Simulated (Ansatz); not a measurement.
# GeW (Fm-3m) in Ansatz: a series of runs

One crystal, GeW, is run at these levels: PBE+U; tasks: relaxation of cell and atoms.

Everything below comes from runs of Ansatz 0.2.0. Logs are shortened: lines on timing, memory, paths and dates and some standing lists are left out, and cuts for length are marked.

### Step 1. The structure

The structure is cubic, space group Fm-3m (No. 225). The conventional cell has a = 5.155 Å, b = 5.155 Å, c = 5.155 Å, α = 90.00°, β = 90.00°, γ = 90.00°. Ge (site symmetry m-3m) is surrounded by 6 W at 2.58 Å. Around W (site symmetry m-3m) lie 6 Ge at 2.58 Å.

The cell was built by a generator and needn't be a form met in nature.

### Step 2. Relaxation of cell and atoms, PBE+U

File input.yaml:

```yaml
crystal:
  lattice:
    - [0.0, 2.57761, 2.57761]
    - [2.57761, 0.0, 2.57761]
    - [2.57761, 2.57761, 0.0]
  atoms:
    - { symbol: Ge, position: [0.5, 0.5, 0.5] }
    - { symbol: W, position: [0.0, 0.0, 0.0] }
hamiltonian:
  xc: pbe
  pseudopotentials: { kind: paw }
  hubbard: { sites: [{ species: W, l: d, u_eff: 5.0 }] }
kpoints:
  mp_grid: { grid: [9, 9, 9] }
scf:
  occupations: { method: fermi_dirac, width: 0.05 }
output:
  forces: true
  stress: true
  eigenvalues: true
relax:
  f_tol: 0.01
  max_steps: 40
  cell: { stress_tol: 0.05 }
```

Potentials or basis: Ansatz PAW.

On the command line:

```
> ansatz run input.yaml --threads 2 --pin off --max-ram 5632MiB --backend cpu --events-out ev --progress --plain --runs-dir out
```

The program printed:

```text
Warning: RAYON_NUM_THREADS=2 ignored (pool sized by the plan → 2); use --threads N
Ge: projections on atomic orbitals take those of the free atom [Ar] 3d10 4s2 4p2, of charge +0.00 (hamiltonian.pseudopotentials.projection_atoms); the dataset's partial waves leave at most 1.2e-6 of an orbital's norm unspanned inside its sphere
W: projections on atomic orbitals take those of the free atom [Kr 4d10 4f14] 5s2 5p6 5d4 6s2, of charge +0.00 (hamiltonian.pseudopotentials.projection_atoms); the dataset's partial waves leave at most 6.5e-5 of an orbital's norm unspanned inside its sphere
Engine: ansatz 0.2.0, aarch64-unknown-linux-gnu
Pseudopotentials: kind: paw
Pseudopotential: Ge, paw, valence charge 14, recommended cutoff 420 eV (normal), Ge.paw.azcp
Pseudopotential: W, paw, valence charge 14, recommended cutoff 420 eV (normal), W.paw.azcp
Functional definition: PBE
  parameter kappa = 0.804
  parameter beta = 0.06672455060314922
  exchange = pbe_x(kappa = kappa, mu = beta*pi^2/3)
  correlation = pbe_c(beta = beta)
Crystal: 2 atoms, lattice volume = 34.252 Å³
Basis set: ecut = 420 eV, 645 PW (Γ), exchange–correlation on 50×50×50 points (8 copies of the dense FFT grid, shifted against one another)
Bands: 18, of which v1, the nominal top of the filled ones, is band 14 counted from 1 (13 counted from 0)
Symmetry: 48 space group operations
Space group: Fm-3m (ITA 225), of the structure as read, at distance tolerance 3.2e-5 Å
k-points: 35 of 729
Non-local potential: Ge, projectors of the file, l = 0: 2, l = 1: 2, l = 2: 3, l = 3: 1
Non-local potential: W, projectors of the file, l = 0: 3, l = 1: 2, l = 2: 2, l = 3: 1
PAW form: soft (Blöchl's): semilocal exchange-correlation on the pseudo side does not see the compensation charge
PAW one-centre angular grid: Ge, 590 points (default); XC on 64 Gauss nodes
PAW one-centre angular grid: W, 590 points (default); XC on 64 Gauss nodes
Initial density: superposition of atomic densities (chi_scale 0.1, normalization cell, long waves kept (reshape's long-wave potential 0.00 eV rms))
Initial wavefunctions: pseudopotential atomic-orbital guess
Functional: x = pbe(κ = 0.804, μ = 0.2195149727645171), c = pbe(β = 0.06672455060314922)
SCF iter   1: F=—  HF=-14672.178025 eV  |F-HF|=—  |Δ(HF+E_count)|=         —  Δρ=6.62e-2  dr2=2.44e0  ethr=3.10e-3  ⟨swp⟩=5.8  Hψ=3031  notcnv=0
preconditioner: auto → Kerker (q_TF=auto, 2.638 Å⁻¹)  [metal: Δε(μ)=0.004 eV  Ē_g=17.870 eV  σ=0.050 eV  W_gap=0.02  n_scr=14 (ndim 8)  ℏωp=28.4 eV  f_vac=0.000  D(μ)=2.24/eV (n_scr^D=14)]
SCF iter   2: F=—  HF=-14671.710727 eV  |F-HF|=—  |Δ(HF+E_count)|=   4.67e-1  Δρ=2.69e-2  dr2=3.19e-1  ethr=3.10e-3  ⟨swp⟩=2.3  Hψ=1222  notcnv=0
SCF iter   3: F=—  HF=-14671.824122 eV  |F-HF|=—  |Δ(HF+E_count)|=   1.13e-1  Δρ=1.21e-2  dr2=3.53e-2  ethr=1.14e-3  ⟨swp⟩=2.8  Hψ=1149  notcnv=0
SCF iter   4: F=—  HF=-14671.861371 eV  |F-HF|=—  |Δ(HF+E_count)|=   3.72e-2  Δρ=6.21e-3  dr2=1.17e-2  ethr=1.26e-4  ⟨swp⟩=2.0  Hψ=1360  notcnv=0
SCF iter   5: F=—  HF=-14671.851864 eV  |F-HF|=—  |Δ(HF+E_count)|=   9.51e-3  Δρ=2.21e-3  dr2=1.07e-3  ethr=4.19e-5  ⟨swp⟩=2.0  Hψ=1144  notcnv=0
SCF iter   6: F=—  HF=-14671.852329 eV  |F-HF|=—  |Δ(HF+E_count)|=   4.65e-4  Δρ=6.35e-4  dr2=1.24e-4  ethr=3.82e-6  ⟨swp⟩=2.2  Hψ=974  notcnv=0
SCF iter   7: F=—  HF=-14671.852334 eV  |F-HF|=—  |Δ(HF+E_count)|=   4.93e-6  Δρ=8.75e-5  dr2=3.65e-6  ethr=4.41e-7  ⟨swp⟩=2.0  Hψ=768  notcnv=0
SCF iter   8: F=—  HF=-14671.852331 eV  |F-HF|=—  |Δ(HF+E_count)|=   3.46e-6  Δρ=1.72e-5  dr2=1.14e-7  ethr=1.30e-8  ⟨swp⟩=2.0  Hψ=801  notcnv=0
SCF iter   9: F=-14671.852331 eV  HF=-14671.852331 eV  |F-HF|=2.94e-9  |Δ(HF+E_count)|=   1.73e-8  Δρ=3.57e-6  dr2=6.20e-9  ethr=3.57e-10  ⟨swp⟩=4.0  Hψ=1987  notcnv=0
SCF 1 converged in 9 iterations: F = -14671.852331 eV  dr2 = 6.20e-9
relax step   1: F+E_penalty+E_count = -14671.85233065 eV  Δ(F+E_penalty+E_count) = +0.000e0 eV  max|allowed force component| = 1.125e-28 eV/Å  Δτ_max = 0.0000 Å  P = +0.092 GPa  Ω = 34.252 Å³  (9 SCF iters, dr2 threshold 1.00e-7 eV, accepted)
Crystal: 2 atoms, lattice volume = 34.283 Å³
Initial density: handed on by an earlier stage of this run
Initial wavefunctions: those handed on with the density
iter 1 solved again at ethr=8.43e-10 eV; its pass at ethr=3.10e-3 eV (dr2=2.36e-7 eV) is discarded
SCF iter   1: F=—  HF=-14671.852324 eV  |F-HF|=—  |Δ(HF+E_count)|=         —  Δρ=2.31e-5  dr2=1.10e-7  ethr=8.43e-10  ⟨swp⟩=2.4  Hψ=3413  notcnv=0
preconditioner: auto → Kerker (q_TF=auto, 2.638 Å⁻¹)  [metal: Δε(μ)=0.022 eV  Ē_g=16.952 eV  σ=0.050 eV  W_gap=0.11  n_scr=14 (ndim 8)  ℏωp=28.4 eV  f_vac=0.000  D(μ)=2.25/eV (n_scr^D=26)]
SCF iter   2: F=—  HF=-14671.852324 eV  |F-HF|=—  |Δ(HF+E_count)|=   2.39e-7  Δρ=1.48e-5  dr2=5.09e-8  ethr=3.91e-10  ⟨swp⟩=1.8  Hψ=771  notcnv=0
SCF iter   3: F=-14671.852324 eV  HF=-14671.852324 eV  |F-HF|=7.83e-9  |Δ(HF+E_count)|=   1.19e-7  Δρ=4.61e-6  dr2=5.44e-9  ethr=7.56e-11  ⟨swp⟩=2.8  Hψ=2256  notcnv=0
SCF 2 converged in 3 iterations: F = -14671.852324 eV  dr2 = 5.44e-9
relax step   2: F+E_penalty+E_count = -14671.85232390 eV  Δ(F+E_penalty+E_count) = +6.749e-6 eV  max|allowed force component| = 1.762e-29 eV/Å  Δτ_max = 0.0000 Å  P = -0.061 GPa  Ω = 34.283 Å³  energy of the carried Pulay correction = -9.753e-6 eV  (3 SCF iters, dr2 threshold 2.12e-8 eV, accepted)
Crystal: 2 atoms, lattice volume = 34.270 Å³
iter 1 solved again at ethr=1.14e-10 eV; its pass at ethr=3.10e-3 eV (dr2=3.18e-8 eV) is discarded
SCF iter   1: F=—  HF=-14671.852330 eV  |F-HF|=—  |Δ(HF+E_count)|=         —  Δρ=8.67e-6  dr2=1.33e-8  ethr=1.14e-10  ⟨swp⟩=2.7  Hψ=3469  notcnv=0
preconditioner: auto → Kerker (q_TF=auto, 2.638 Å⁻¹)  [metal: Δε(μ)=0.022 eV  Ē_g=16.954 eV  σ=0.050 eV  W_gap=0.11  n_scr=14 (ndim 8)  ℏωp=28.4 eV  f_vac=0.000  D(μ)=2.25/eV (n_scr^D=26)]
SCF iter   2: F=—  HF=-14671.852330 eV  |F-HF|=—  |Δ(HF+E_count)|=   3.97e-8  Δρ=5.12e-6  dr2=4.92e-9  ethr=3.35e-11  ⟨swp⟩=2.7  Hψ=2244  notcnv=0
SCF iter   3: F=-14671.852330 eV  HF=-14671.852330 eV  |F-HF|=1.47e-9  |Δ(HF+E_count)|=   2.03e-8  Δρ=1.77e-6  dr2=1.61e-9  ethr=1.76e-11  ⟨swp⟩=4.0  Hψ=1944  notcnv=0
SCF 3 converged in 3 iterations: F = -14671.852330 eV  dr2 = 1.61e-9
relax step   3: F+E_penalty+E_count = -14671.85233019 eV  Δ(F+E_penalty+E_count) = -6.287e-6 eV  max|allowed force component| = 6.416e-29 eV/Å  Δτ_max = 0.0000 Å  P = -0.000 GPa  Ω = 34.270 Å³  energy of the carried Pulay correction = -5.855e-6 eV  (3 SCF iters, dr2 threshold 9.38e-9 eV, accepted)
Initial wavefunctions: pseudopotential atomic-orbital guess (no wavefunctions were taken with the density)
iter 1 solved again at ethr=5.79e-9 eV; its pass at ethr=3.10e-3 eV (dr2=1.62e-6 eV) is discarded
SCF iter   1: F=—  HF=-14671.852345 eV  |F-HF|=—  |Δ(HF+E_count)|=         —  Δρ=3.17e-6  dr2=1.92e-9  ethr=5.79e-9  ⟨swp⟩=3.5  Hψ=4974  notcnv=0
SCF iter   2: F=—  HF=-14671.852345 eV  |F-HF|=—  |Δ(HF+E_count)|=  2.73e-10  Δρ=1.65e-6  dr2=3.39e-10  ethr=6.87e-12  ⟨swp⟩=2.4  Hψ=1023  notcnv=0
SCF iter   3: F=—  HF=-14671.852345 eV  |F-HF|=—  |Δ(HF+E_count)|=  9.82e-11  Δρ=6.90e-7  dr2=6.75e-11  ethr=1.21e-12  ⟨swp⟩=2.3  Hψ=1132  notcnv=0
SCF iter   4: F=-14671.852345 eV  HF=-14671.852345 eV  |F-HF|=3.64e-12  |Δ(HF+E_count)|=  3.64e-11  Δρ=1.81e-7  dr2=1.22e-11  ethr=1.00e-12  ⟨swp⟩=6.0  Hψ=2610  notcnv=0
SCF 4 converged in 4 iterations: F = -14671.852345 eV  dr2 = 1.22e-11
relax step   4: F+E_penalty+E_count = -14671.85234514 eV  Δ(F+E_penalty+E_count) = -1.496e-5 eV  max|allowed force component| = 6.732e-29 eV/Å  Δτ_max = 0.0000 Å  P = -0.000 GPa  Ω = 34.270 Å³  stress off target by 1.99e-4 GPa  SCF on the basis re-selected at this cell (its energy is not comparable with the rows above)  (4 SCF iters)
basis re-selected at this cell: Δ(F+E_penalty+E_count) = -1.496e-5 eV, ΔP = -0.000 GPa vs the last step (what re-selecting the basis moved, of the pressure what is left beyond the Pulay correction that the steps carried, after the strain that the cell walked since its last selection, with what the two solves' SCF thresholds leave and, on support functions, any second-order correction that the steps lacked; it is no measure of the basis error at this ecutwfc). This SCF's stress stands 1.99e-4 GPa from its target on what of the cell is left free (relax.cell.stress_tol is 5.00e-2 GPa) and its largest allowed force component is 6.73e-29 eV/Å (relax.f_tol is 1.00e-2 eV/Å): within both
SCF converged after 4 iterations
Free energy (F): -14671.852345 eV
Harris-Foulkes:  -14671.852345 eV  (|F-HF|=3.64e-12)
Internal energy: -14671.834283 eV  (E = F + TS)
E sigma→0 (E₀):  -14671.843314 eV
Entropy (-TS):   -0.018063 eV (-9.031 meV/atom)
Fermi energy:    16.696988 eV
--- Per-component energies (eV) ---
  E_band       = -203.244369
  E_kinetic    = 562.733684
  E_local      = -2817.626792  (includes V_loc(G=0)·N_el)
  E_nonlocal   = 422.387109
  E_hartree    = 1186.611142
  E_xc         = -342.014684
  E_vxc        = -302.904858  (∫ρ·V_xc dr)
  E_hubbard    = 6.167912  (on-site DFT+U / exact-exchange correction)
  E_vhub       = -0.513160  (the Hubbard potential's part of the band-sum identity)
  E_paw        = -10583.985816  (= ΣΔE_a)
  E_vpaw       = -440.542833  (= ΣTr[D̂ρ^β])
  E_aug_tail   = 0.000285  (compensation charges beyond the density's cutoff)
  E_ewald      = -3106.107123
  E_smearing   = -0.018063  (= −TS)
  E_closure    = 0.000000  (closes the sum)
  Σ components = -14671.852345   (vs F -14671.852345, Δ=0.00e0)
--- Forces (eV/Å), atoms counted from 1 ---
  atom   1  Ge    -0.00000000     0.00000000    -0.00000000
  atom   2  W      0.00000000    -0.00000000    -0.00000000
  max |Σ_I F_I| component: 1.18e-28 eV/Å
--- Stress (GPa, compression-positive) ---
       -0.000199      -0.000000      -0.000000
       -0.000000      -0.000199      -0.000000
       -0.000000      -0.000000      -0.000199
  P = ⅓ Tr σ = -0.0002 GPa (-0.002 kbar)
--- Band table (eV; the first three rows and the last of 35) ---
  k-point 0: bands = ["-57.7173", "-21.9573", "-21.9573", "-21.9573", "-7.8708", "-7.8708", "-7.8110", "-7.8110", "-7.8110", "4.2728", "15.1829", "15.1829", "15.1829", "15.3744", "15.3744", "19.0242", "19.0242", "19.0242"]
  k-point 1: bands = ["-57.7170", "-21.9695", "-21.9595", "-21.9595", "-7.8662", "-7.8662", "-7.8100", "-7.8092", "-7.8092", "4.5142", "14.7028", "14.7822", "14.7822", "15.3968", "15.3968", "18.4746", "19.8547", "19.8547"]
  k-point 2: bands = ["-57.7160", "-22.0001", "-21.9651", "-21.9651", "-7.8545", "-7.8545", "-7.8073", "-7.8046", "-7.8046", "5.2162", "13.3750", "13.8541", "13.8541", "15.8894", "15.8894", "17.8632", "21.5588", "21.5588"]
  k-point 34: bands = ["-57.7132", "-22.0285", "-22.0156", "-21.9971", "-7.8611", "-7.8385", "-7.8049", "-7.7985", "-7.7861", "7.3491", "11.9438", "12.6844", "12.9623", "17.1538", "17.3168", "18.0575", "18.3129", "19.8720"]
Occupation matrices written to <dir>
--- Relaxed structure (3 steps of the walk, 3 accepted, 1 SCFs on fresh bases) ---
  F+E_penalty+E_count = -14671.85234514 eV   max|allowed force component| = 6.732e-29 eV/Å   (the final SCF, on the basis selected at the relaxed cell)
  cell:  # Å, volume = 34.2704 Å³
    - [-4.713219130428421e-34, 2.5780795500733404, 2.5780795500733404]
    - [2.5780795500733404, -1.0893590217729588e-33, 2.5780795500733404]
    - [2.5780795500733404, 2.5780795500733404, 1.7174555636869958e-34]
  atoms:
    - { symbol: Ge, position: [0.5000000000000001, 0.5000000000000001, 0.5000000000000001] }
    - { symbol: W, position: [-1.1674634789948337e-35, 4.6698539159525405e-36, 3.268897741194953e-35] }
```

It took 4.7 s on 2 threads of Arm Neoverse V1, shared host; peak memory 0.33 GiB.

Results:

```
Free energy                            : -14671.8523 eV
Relaxed volume                         : 17.14 Å³/atom
Relaxed cell                           : a = 3.646 Å, b = 3.646 Å, c = 3.646 Å, α = 60.00°, β = 60.00°, γ = 60.00°
Space group after relaxing (to 0.05 Å) : Fm-3m (No. 225)
Energy gained by relaxing              : 0.0 meV/atom
Ionic steps                            : 4
Pressure after relaxing                : 0.0 GPa
Band gap on the k mesh                 : none (metal or under the smearing width)
```

Final structure:
```xyz
2
Lattice="0.0000 2.5781 2.5781 2.5781 0.0000 2.5781 2.5781 2.5781 0.0000" Properties=species:S:1:pos:R:3 pbc="T T T"
Ge    2.5781    2.5781    2.5781
W     0.0000    0.0000    0.0000
```

Eigenvalues of the final occupation matrices:
```
  site  spin  trace               eigenvalues
site 1     1   2.57  0.47 0.47 0.47 0.58 0.58
```

Caveat: the plane-wave basis is chosen anew once the cell has moved, so the energies of steps on either side of that aren't comparable; U without spin polarisation on a metal has little footing; the U is typed as a test and isn't derived for this compound. Spin-orbit coupling is left out, which matters for the levels of W.

### Step 3. Relaxation of cell and atoms, PBE+U

Edit input.yaml of step 2 so:

```diff
@@ -11,3 +11,3 @@
   pseudopotentials: { kind: paw }
-  hubbard: { sites: [{ species: W, l: d, u_eff: 5.0 }] }
+  hubbard: { sites: [{ species: W, l: d, u_eff: 6.0 }] }
 kpoints:
```

Potentials or basis: Ansatz PAW.

On the command line:

```
> ansatz run input.yaml --threads 2 --pin off --max-ram 5632MiB --backend cpu --events-out ev --progress --plain --runs-dir out
```

Wall time 4.8 s (2 threads of Arm Neoverse V1, shared host); peak memory 0.33 GiB.

Results (log left out):

- Free energy: -14670.6209 eV
- Relaxed volume: 17.14 Å³/atom
- Relaxed cell: a = 3.646 Å, b = 3.646 Å, c = 3.646 Å, α = 60.00°, β = 60.00°, γ = 60.00°
- Space group after relaxing (to 0.05 Å): Fm-3m (No. 225)
- Energy gained by relaxing: 0.0 meV/atom
- Ionic steps: 4
- Pressure after relaxing: 0.0 GPa
- Band gap on the k mesh: none (metal or under the smearing width)

Final structure:
```
Ge W
1.0
     0.00000    2.57844    2.57844
     2.57844    0.00000    2.57844
     2.57844    2.57844    0.00000
Ge W
1 1
Direct
  0.50000 0.50000 0.50000
  0.00000 0.00000 0.00000
```

Levels at points of the mesh, in eV from the Fermi level:
```csv
k point,band 12,band 13,band 14,band 15,band 16,band 17
"(0.00, 0.00, 0.00)",-1.50,-1.49,-1.49,-1.49,2.27,2.27
```

Eigenvalues of the final occupation matrices:
| site | spin | trace | eigenvalues |
| --- | --- | --- | --- |
| site 1 | 1 | 2.57 | 0.46 0.46 0.46 0.59 0.59 |

Caveat: the plane-wave basis is chosen anew once the cell has moved, so the energies of steps on either side of that aren't comparable; U without spin polarisation on a metal has little footing; the U is typed as a test and isn't derived for this compound. Spin-orbit coupling is left out, which matters for the levels of W.

### Step 4. Relaxation of cell and atoms, PBE+U

Edit input.yaml of step 3 so:

```diff
@@ -11,3 +11,3 @@
   pseudopotentials: { kind: paw }
-  hubbard: { sites: [{ species: W, l: d, u_eff: 6.0 }] }
+  hubbard: { sites: [{ species: W, l: d, u_eff: 8.0 }] }
 kpoints:
```

On the command line:

```
> ansatz run input.yaml --threads 2 --pin off --max-ram 5632MiB --backend cpu --events-out ev --progress --plain --runs-dir out
```

Wall time 7.8 s (2 threads of Arm Neoverse V1, shared host); peak memory 0.34 GiB.

It converged, with:

* Free energy: -14668.1919 eV
* Relaxed volume: 17.85 Å³/atom
* Relaxed cell: a = 3.696 Å, b = 3.696 Å, c = 3.696 Å, α = 60.00°, β = 60.00°, γ = 60.00°
* Space group after relaxing (to 0.05 Å): Fm-3m (No. 225)
* Energy gained by relaxing: 6.5 meV/atom
* Ionic steps: 6
* Pressure after relaxing: 0.0 GPa
* Band gap on the k mesh: none (metal or under the smearing width)

The path:
```
step  energy change (eV)  largest force (eV/Å)  volume (Å³)
   1              0.0000                0.0000        34.25
   2             -0.0043                0.0000        34.72
   3             -0.0121                0.0000        35.88
   4             -0.0125                0.0000        35.65
   5             -0.0125                0.0000        35.70
   6             -0.0129                0.0000        35.70
```

Final structure:
```cif
data_structure
_symmetry_space_group_name_H-M 'P 1'
_symmetry_Int_Tables_number 1
_cell_length_a 3.6959
_cell_length_b 3.6959
_cell_length_c 3.6959
_cell_angle_alpha 60.000
_cell_angle_beta 60.000
_cell_angle_gamma 60.000
_cell_volume 35.70
loop_
_atom_site_label
_atom_site_type_symbol
_atom_site_fract_x
_atom_site_fract_y
_atom_site_fract_z
_atom_site_occupancy
Ge1 Ge 0.50000 0.50000 0.50000 1
W1 W 0.00000 0.00000 0.00000 1
```

Levels at points of the mesh, in eV from the Fermi level:
| k point | band 12 | band 13 | band 14 | band 15 | band 16 | band 17 |
| --- | --- | --- | --- | --- | --- | --- |
| (0.00, 0.00, 0.00) | -2.75 | -0.97 | -0.97 | -0.97 | 1.86 | 1.86 |

Eigenvalues of the final occupation matrices:
| site | spin | trace | eigenvalues |
| --- | --- | --- | --- |
| site 1 | 1 | 2.49 | 0.37 0.37 0.37 0.69 0.69 |

Caveat: the plane-wave basis is chosen anew once the cell has moved, so the energies of steps on either side of that aren't comparable; U without spin polarisation on a metal has little footing; the U is typed as a test and isn't derived for this compound. The run has no spin-orbit coupling, so splittings on W are missing.

### Step 5. Overview

```tsv
U	gap on the mesh (eV)	pressure (GPa)	relaxed volume (Å³/atom)
W d U = 5 eV	none	0.0	17.14
W d U = 6 eV	none	0.0	17.14
W d U = 8 eV	none	0.0	17.85
```

Alike in all rows: task relaxation of cell and atoms; level PBE+U; potentials or basis Ansatz PAW; no spin polarisation; cell relaxed; k mesh 9 × 9 × 9; cutoff (eV) 420; smearing fermi-dirac 0.05 eV.

Caveats: the plane-wave basis is chosen anew once the cell has moved, so the energies of steps on either side of that aren't comparable; U without spin polarisation on a metal has little footing; the U is typed as a test and isn't derived for this compound.

Total energies depend on the potentials used, so only differences within one code and one set of settings carry meaning.
